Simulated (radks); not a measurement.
# Ni³⁺ in [Ar] 3d7: an all-electron calculation

Wanted: eigenvalues, radial structure and energy terms of the nickel ion Ni3+.

The numbers are computed with radks (a radial shooting solver on a logarithmic mesh, Libxc functionals) version 1 (Dirac Kohn-Sham, LDA (Slater exchange, Perdew-Wang correlation), spin-unpolarised, spherical densities, finite nucleus; open shells fill j = l - 1/2 first), except any that are marked as measured or tabulated.

**1. The system**

- element: nickel (Z = 28)
- charge: +3
- electrons: 25
- configuration: [Ar] 3d7
- nuclear rms radius: 3.7757 fm

**2. The run**

Input:

```text
Z 28
configuration [Ar] 3d7 4s0 4p0 4d0 4f0
relativity Dirac
functional lda,pw
spin unpolarised
j_filling energy
nucleus finite rms 3.7757 fm
c 137.035999084
```

Command:

```
$ python run_ks.py task.json out
```

The same process makes all the runs of this session.

Q: Predict the outcome of this run.

The runs gave:

```
                        quantity                    value
                    total energy      -1515.71730 hartree
exchange-correlation share of it                   3.94 %
                            −T/E                   1.0158
          highest occupied level        3d5/2, -47.246 eV
    most extended occupied level  3d5/2, <r> = 0.897 bohr
 radius at density 0.001 e/bohr³                2.68 bohr
    maxima of the radial density                        3
         ionisation energy, NIST      54.9 (semi-emp.) eV
```

The radial density shows 3 maxima for 3 occupied principal shells. −T/E is 1.016: with relativity the kinetic term as defined here no longer equals −E. The top level binds by 47.246 eV, 86 % of the NIST ionisation energy of 54.9 eV; the potential of a semilocal functional falls off too fast, so its top eigenvalue is too shallow. Spin polarisation and multiplet splitting are left out.
